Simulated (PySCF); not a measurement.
**TaO₂H: singlet, from a trigonal planar start**

The task is one start of a wider search on TaO₂H: the singlet, from a trigonal planar start. It is relaxed, tested by its Hessian and followed downhill if it is a saddle.

Computed with PySCF 2.14.0. Level: PBE0, basis Ta def2-TZVP with ECP60, O def2-TZVP, H def2-TZVP, scalar-relativistic core potentials, no spin–orbit coupling, density fitting.

## 1. Starting geometry

4 atoms, charge 0, spin multiplicity 1.

Bond lengths: Ta1–O2 1.830 Å, Ta1–O3 1.830 Å, Ta1–H4 1.780 Å. Angles: O2–Ta1–O3 120.0°, O2–Ta1–H4 120.0°, O3–Ta1–H4 120.0°.

```xyz
4
charge 0 multiplicity 1
Ta    0.0000    0.0000    0.0000
O    -0.9150    1.5848    0.0000
O    -0.9150   -1.5848    0.0000
H     1.7800    0.0000    0.0000
```

## 2. Finding the electronic state

One driver script runs all steps and calls PySCF; scf.py shows how it sets up the SCF of each step. The optimiser is the driver's own. After this first run the driver tries any further starts and a stability analysis.

Input file scf.py:

```python
from pyscf import gto, scf, dft
mol = gto.M(atom='''
Ta     0.000000     0.000000     0.000000
O     -0.915000     1.584800     0.000000
O     -0.915000    -1.584800     0.000000
H      1.780000     0.000000     0.000000''',
    basis={'Ta': 'def2-TZVP', 'O': 'def2-TZVP', 'H': 'def2-TZVP'},
    ecp={'Ta': 'def2-TZVP'},
    charge=0, spin=0)
mf = dft.RKS(mol, xc='PBE0')
mf.grids.atom_grid = (50, 194)
aux = {'Ta': 'def2-universal-JKFIT', 'O': 'def2-universal-JKFIT', 'H': 'def2-universal-JKFIT'}
mf = mf.density_fit(auxbasis=aux)
mf.conv_tol = 1e-08
mf.diis_space = 10
mf.max_cycle = 60
mf.init_guess = 'minao'
mf.verbose = 4
mf.kernel()
```

Run with:

```bash
$ OMP_NUM_THREADS=4 python axn.py task.json out
```

Log:

```text
init E= -188.463699710776
  HOMO = -0.517864612489308  LUMO = -0.38398238226883  gap/eV = 3.64312
cycle= 1 E= -207.640132417177  delta_E= -19.2  |g|= 1.28  |ddm|= 6.47
  HOMO = -0.11458694290754  LUMO = -0.107282127657219  gap/eV = 0.19877
cycle= 2 E= -199.681677954887  delta_E= 7.96  |g|= 5.35  |ddm|= 3.24
  HOMO = -0.253827703747741  LUMO = -0.108672109756139  gap/eV = 3.94988
cycle= 3 E= -207.916827134372  delta_E= -8.24  |g|= 0.421  |ddm|= 3.09
  HOMO = -0.327526094746039  LUMO = -0.205897576850067  gap/eV = 3.30968
cycle= 4 E= -207.960791602923  delta_E= -0.044  |g|= 0.183  |ddm|= 0.543
  HOMO = -0.305504874375645  LUMO = -0.174539834889526  gap/eV = 3.56374
cycle= 5 E= -207.968286914533  delta_E= -0.0075  |g|= 0.056  |ddm|= 0.161
  HOMO = -0.309098209381797  LUMO = -0.173884444104907  gap/eV = 3.67935
cycle= 6 E= -207.968831393535  delta_E= -0.000544  |g|= 0.0277  |ddm|= 0.0255
  HOMO = -0.310717510294788  LUMO = -0.172753945093277  gap/eV = 3.75418
cycle= 7 E= -207.968980175753  delta_E= -0.000149  |g|= 0.00547  |ddm|= 0.0113
  HOMO = -0.31102525995952  LUMO = -0.172539988538542  gap/eV = 3.76838
cycle= 8 E= -207.968986355443  delta_E= -6.18e-06  |g|= 0.000502  |ddm|= 0.00285
  HOMO = -0.311066244018538  LUMO = -0.172535572438608  gap/eV = 3.76961
cycle= 9 E= -207.968986425876  delta_E= -7.04e-08  |g|= 9.78e-05  |ddm|= 0.000476
  HOMO = -0.311060072477656  LUMO = -0.172535001825175  gap/eV = 3.76946
cycle= 10 E= -207.968986428451  delta_E= -2.58e-09  |g|= 2.47e-05  |ddm|= 7.8e-05
  HOMO = -0.311054469577204  LUMO = -0.172537443329237  gap/eV = 3.76924
Extra cycle  E= -207.968986427461  delta_E= 9.9e-10  |g|= 8.04e-05  |ddm|= 5.61e-05
converged SCF energy = -207.968986427461
```

This step, with its further starts and checks, needed 5.3 s of wall time on 4 threads of Arm Neoverse V1, shared host.

The starts that the driver tried:

```
                      start  energy (Eh)
    the minimal-basis guess  -207.968986
a thermally smeared density  -207.968986
      a smeared PBE density  -207.968986
```

The test of internal stability and the other starts found no lower closed-shell solution.

## 3. Trigonal planar start, singlet: relaxation

The program finds C2v symmetry in the start, which this walk keeps.

Changes to scf.py since step 2:

```diff
@@ -3,4 +3,4 @@
-Ta     0.000000     0.000000     0.000000
-O     -0.915000     1.584800     0.000000
-O     -0.915000    -1.584800     0.000000
-H      1.780000     0.000000     0.000000''',
+Ta     0.128429     0.000000     0.000000
+O     -0.786571     1.584800     0.000000
+O     -0.786571    -1.584800     0.000000
+H      1.908429     0.000000     0.000000''',
@@ -17 +16,0 @@
-mf.init_guess = 'minao'
```

The optimiser's trace:

```csv
step,energy (Eh),change (kJ/mol),largest symmetric gradient (Eh/bohr)
0,-207.968986,0.00,0.08635
1,-207.984458,-40.62,0.02190
2,-207.986837,-46.87,0.00887
3,-207.987414,-48.38,0.00775
4,-207.987492,-48.59,0.00252
5,-207.987508,-48.63,0.00019
6,-207.987509,-48.63,0.00002
```

The walk took 9.3 s.

Geometry (Å) and forces (eV/Å) at some steps:

```
step 0
Ta   0.128   0.000   0.000  -4.440   0.000   0.000
O   -0.787   1.585   0.000   1.863  -3.645   0.000
O   -0.787  -1.585   0.000   1.863   3.645   0.000
H    1.908   0.000   0.000   0.714   0.000   0.000
step 1
Ta   0.099   0.000   0.000   1.126   0.000   0.000
O   -0.770   1.488   0.000  -0.868   0.447   0.000
O   -0.770  -1.488   0.000  -0.868  -0.447   0.000
H    1.906   0.000   0.000   0.609   0.000   0.000
step 3
Ta   0.137   0.000   0.000  -0.398   0.000   0.000
O   -0.832   1.435   0.000   0.089  -0.055   0.000
O   -0.832  -1.435   0.000   0.089   0.055   0.000
H    1.991   0.000   0.000   0.221   0.000   0.000
step 6
Ta   0.130   0.000   0.000   0.001   0.000   0.000
O   -0.835   1.436   0.000  -0.001   0.001   0.000
O   -0.835  -1.436   0.000  -0.001  -0.001   0.000
H    2.005   0.000   0.000   0.000   0.000   0.000
```

End point (C2v, 6 steps, 48.6 kJ/mol gained): Ta–H 1.875 Å, Ta–O 1.730 Å (×2); H–Ta–O 123.9° (×2), O–Ta–O 112.2°.

## 4. Hessian and properties

On the finer grid the gradient is checked again; gradients at displacements of ±0.02 bohr then give force constants and infrared intensities.

Changes to scf.py since step 3:

```diff
@@ -3,4 +3,4 @@
-Ta     0.128429     0.000000     0.000000
-O     -0.786571     1.584800     0.000000
-O     -0.786571    -1.584800     0.000000
-H      1.908429     0.000000     0.000000''',
+Ta     0.135650     0.000000     0.000000
+O     -0.829780     1.435622     0.000000
+O     -0.829780    -1.435622     0.000000
+H      2.010405     0.000000     0.000000''',
@@ -11 +11 @@
-mf.grids.atom_grid = (50, 194)
+mf.grids.atom_grid = (75, 302)
@@ -14 +14 @@
-mf.conv_tol = 1e-08
+mf.conv_tol = 1e-10
```

This SCF starts from the last density.

Log of the central SCF (cycles and frontier levels):

```text
init E= -207.987636498217
  HOMO = -0.312416299080255  LUMO = -0.158159381401308  gap/eV = 4.19754
cycle= 1 E= -207.98763649818  delta_E= 3.7e-11  |g|= 1.47e-05  |ddm|= 9.76e-06
  HOMO = -0.312416402542676  LUMO = -0.158157411177147  gap/eV = 4.19760
cycle= 2 E= -207.987636497821  delta_E= 3.6e-10  |g|= 4.57e-05  |ddm|= 2.71e-05
  HOMO = -0.312416244514944  LUMO = -0.15815871777825  gap/eV = 4.19756
cycle= 3 E= -207.987636498223  delta_E= -4.03e-10  |g|= 6.05e-07  |ddm|= 2.02e-05
  HOMO = -0.312416284147461  LUMO = -0.158158801191608  gap/eV = 4.19756
cycle= 4 E= -207.987636498224  delta_E= -1.02e-12  |g|= 2.57e-07  |ddm|= 5.48e-07
  HOMO = -0.312416290458751  LUMO = -0.158158811954412  gap/eV = 4.19756
Extra cycle  E= -207.987636498223  delta_E= 1.08e-12  |g|= 7.5e-07  |ddm|= 4.58e-07
converged SCF energy = -207.987636498223
```

The whole step took 26 s.

Geometry: C2v; Ta–H 1.875 Å, Ta–O 1.730 Å (×2); H–Ta–O 123.9° (×2), O–Ta–O 112.2°.

Harmonic modes (main isotopes):

```
symmetry  ω (cm⁻¹)  IR (km/mol)     type
      b1      433i          439     bend
      a1       312          3.8     bend
      b2       563         40.6     bend
      b2       960          275  stretch
      a1      1009         78.8  stretch
      a1      1682          169  stretch
```

With 1 mode imaginary (up to 433i cm⁻¹) this point is a saddle.

Constants and moments:

```
Dipole moment                                                   : 2.21 D
Highest occupied level                                          : -8.50 eV
Lowest empty level                                              : -4.30 eV
Rotational constants                                            : 0.5728, 0.2557, 0.1768 cm⁻¹
Zero-point energy (real modes)                                  : 27.1 kJ/mol
Principal polarisabilities                                      : 32.8, 44.3, 48.2 bohr³
Atomisation energy without zero-point energy                    : 1646 kJ/mol
Principal traceless quadrupole moments about the centre of mass : -8.09, -5.95, 14.04 D Å
```

Populations by atom (charges in e):

```
atom  Mulliken  Löwdin  polar tensor  Mayer order to Ta1
 Ta1      1.19    0.83          2.18                   –
O2,3     -0.52   -0.32         -0.87                2.11
  H4     -0.15   -0.20         -0.43                0.96
```

Outer orbital energies (eV). occupied: -24.87, -11.27, -10.78, -10.67, -10.50, -9.99, -8.64, -8.50; empty: -4.30, -3.04, -0.98, -0.22.

Mulliken populations on Ta1 (outside its core potential): s 2.50, p 6.43, d 2.75, f 0.14.

## 5. Downhill along the imaginary mode

The atoms are moved a little along the softest imaginary mode and relaxed again.

The program finds Cs symmetry in the start, which this walk keeps. Threshold on the gradient: 0.0003 Eh/bohr, with a further test on the energy change.

Changes to scf.py since step 4:

```diff
@@ -3,4 +3,4 @@
-Ta     0.135650     0.000000     0.000000
-O     -0.829780     1.435622     0.000000
-O     -0.829780    -1.435622     0.000000
-H      2.010405     0.000000     0.000000''',
+Ta     0.135523     0.000000    -0.001966
+O     -0.829908     1.435622     0.007341
+O     -0.829908    -1.435622     0.007341
+H      2.010277     0.000000     0.120000''',
@@ -11 +11 @@
-mf.grids.atom_grid = (75, 302)
+mf.grids.atom_grid = (50, 194)
@@ -14 +14 @@
-mf.conv_tol = 1e-10
+mf.conv_tol = 1e-08
```

Steps of the walk:

```csv
step,energy (Eh),change (kJ/mol),largest symmetric gradient (Eh/bohr)
0,-207.987717,0.00,0.00464
1,-207.994250,-17.15,0.02565
2,-207.996509,-23.08,0.03814
3,-208.004461,-43.96,0.01939
4,-208.009486,-57.16,0.01631
5,-208.009515,-57.23,0.03772
6,-208.011704,-62.98,0.00682
7,-208.011838,-63.33,0.00277
8,-208.011854,-63.37,0.00124
9,-208.011856,-63.38,0.00013
```

The walk took 15 s.

Geometry (Å) and forces (eV/Å) at some steps:

```
step 0
Ta   0.136   0.000  -0.002   0.045   0.000  -0.238
O   -0.830   1.436   0.007   0.004  -0.015   0.080
O   -0.830  -1.436   0.007   0.004   0.015   0.080
H    2.010   0.000   0.120  -0.054   0.000   0.079
step 1
Ta   0.143   0.000  -0.213  -1.319   0.000  -0.437
O   -0.828   1.430   0.077   0.966  -1.117   0.088
O   -0.828  -1.430   0.077   0.966   1.117   0.088
H    1.998   0.000   0.191  -0.612   0.000   0.261
step 5
Ta   0.099   0.000  -0.499   1.728   0.000  -1.940
O   -0.653   1.357   0.174  -0.913   1.470   0.906
O   -0.653  -1.357   0.174  -0.913  -1.470   0.906
H    1.693   0.000   0.283   0.098   0.000   0.128
step 9
Ta   0.104   0.000  -0.529   0.006  -0.001  -0.002
O   -0.650   1.374   0.185  -0.003   0.002   0.003
O   -0.650  -1.374   0.185  -0.003  -0.002   0.002
H    1.682   0.000   0.291   0.000   0.000  -0.003
```

It settles in Cs symmetry, 63.4 kJ/mol below the start, after 9 steps: Ta–H 1.779 Å, Ta–O 1.722 Å (×2); H–Ta–O 101.4° (×2), O–Ta–O 105.8°.

## 6. Is it a minimum? Harmonic modes

As before: finer grid, then central differences.

Changes to scf.py since step 5:

```diff
@@ -3,4 +3,4 @@
-Ta     0.135523     0.000000    -0.001966
-O     -0.829908     1.435622     0.007341
-O     -0.829908    -1.435622     0.007341
-H      2.010277     0.000000     0.120000''',
+Ta     0.105746     0.000000    -0.110417
+O     -0.648895     1.373338     0.603599
+O     -0.648895    -1.373338     0.603599
+H      1.684896    -0.000000     0.708978''',
@@ -11 +11 @@
-mf.grids.atom_grid = (50, 194)
+mf.grids.atom_grid = (75, 302)
@@ -14 +14 @@
-mf.conv_tol = 1e-08
+mf.conv_tol = 1e-10
```

Log of the central SCF (cycles and frontier levels):

```text
init E= -208.011844405811
  HOMO = -0.300426461405848  LUMO = -0.128148558434816  gap/eV = 4.68792
cycle= 1 E= -208.011844405762  delta_E= 4.91e-11  |g|= 1.69e-05  |ddm|= 1.21e-05
  HOMO = -0.300429038039528  LUMO = -0.128146442557085  gap/eV = 4.68805
cycle= 2 E= -208.011844405275  delta_E= 4.87e-10  |g|= 5.3e-05  |ddm|= 3.41e-05
  HOMO = -0.300426690750999  LUMO = -0.128147780991871  gap/eV = 4.68795
cycle= 3 E= -208.011844405818  delta_E= -5.43e-10  |g|= 1.43e-06  |ddm|= 2.51e-05
  HOMO = -0.300426885943157  LUMO = -0.128147891178894  gap/eV = 4.68795
cycle= 4 E= -208.011844405818  delta_E= -6.25e-13  |g|= 6.28e-07  |ddm|= 1.13e-06
  HOMO = -0.300426841184713  LUMO = -0.128147942651829  gap/eV = 4.68795
Extra cycle  E= -208.011844405818  delta_E= 2.84e-13  |g|= 1.93e-06  |ddm|= 1.19e-06
converged SCF energy = -208.011844405818
```

The whole step needed 30 s of wall time on 4 threads of Arm Neoverse V1, shared host.

Geometry: Cs; Ta–H 1.779 Å, Ta–O 1.722 Å (×2); H–Ta–O 101.4° (×2), O–Ta–O 105.8°.

Harmonic modes (main isotopes):

```csv
symmetry,ω (cm⁻¹),IR (km/mol),type
a',338,11.3,bend
a',489,83.5,bend
a'',650,12.2,bend
a'',960,229,stretch
a',1025,62.6,stretch
a',1870,118,stretch
```

No imaginary mode, so this is a minimum.

Properties at this point:

| Property | Result |
| --- | --- |
| Dipole moment | 6.40 D |
| Highest occupied level | -8.18 eV |
| Lowest empty level | -3.49 eV |
| Rotational constants | 0.5152, 0.2671, 0.1867 cm⁻¹ |
| Zero-point energy | 31.9 kJ/mol |
| Principal polarisabilities | 33.4, 44.7, 48.4 bohr³ |
| Atomisation energy without zero-point energy | 1709 kJ/mol |
| Principal traceless quadrupole moments about the centre of mass | -7.64, -0.33, 7.97 D Å |
| Entropy at 298.15 K and 1 bar | 285.1 J/(mol K) |
| Heat capacity Cp at 298.15 K | 52.5 J/(mol K) |
| Enthalpy at 298.15 K above 0 K | 12.07 kJ/mol |
| Rotational symmetry number | 1 |

Populations by atom (charges in e):

```csv
atom,Mulliken,Löwdin,polar tensor,Mayer order to Ta1
Ta1,1.10,0.70,1.72,–
"O2,3",-0.50,-0.30,-0.74,2.16
H4,-0.10,-0.10,-0.25,0.98
```

Outer orbital energies (eV). occupied: -24.49, -10.76, -10.37, -9.94, -9.76, -9.44, -9.22, -8.18; empty: -3.49, -2.31, -0.55, -0.16.

Mulliken populations on Ta1 (outside its core potential): s 2.55, p 6.27, d 2.95, f 0.13.

## 7. Would spin polarisation lower it?

At the lowest minimum the closed shell is tested against spin polarisation, on the (50, 194) grid. It is stable.

## 8. All stationary points

| spin | group | bonds | imaginary modes (cm⁻¹) | ΔE (kJ/mol) | with zero-point energy |
| --- | --- | --- | --- | --- | --- |
| singlet | Cs | Ta–H 1.779 Å, Ta–O 1.722 Å (×2) | none | 0.0 | 0.0 |
| singlet | C2v | Ta–H 1.875 Å, Ta–O 1.730 Å (×2) | 433i | 63.6 | – |

## 9. What came out

| quantity | value |
| --- | --- |
| minimum | singlet, Cs |
| geometry | Ta–H 1.779 Å, Ta–O 1.722 Å (×2); H–Ta–O 101.4° (×2), O–Ta–O 105.8° |
| wavenumbers (cm⁻¹) | 338 (a'), 489 (a'), 650 (a''), 960 (a''), 1025 (a'), 1870 (a') |
| dipole moment | 6.40 D |
| highest occupied, lowest empty level | -8.18, -3.49 eV |
| polar-tensor charge of Ta1 | +1.72 e |
| zero-point energy | 31.9 kJ/mol |
| entropy at 298.15 K | 285.1 J/(mol K) |
| atomisation energy (no zero-point energy) | 1709 kJ/mol |

What this shows: From C2v at the start the molecule goes to a Cs minimum, after a stop at a saddle point 63.6 kJ/mol higher, from which it was pushed off along an imaginary mode. The strongest infrared band lies at 960 cm⁻¹ (a'', stretch). With 6.4 D the molecule is strongly polar. Only this shape and spin were tried, so other structures or states may lie lower. Spin–orbit coupling, left out here, can matter for elements this heavy.

The search up to here took 88 s.
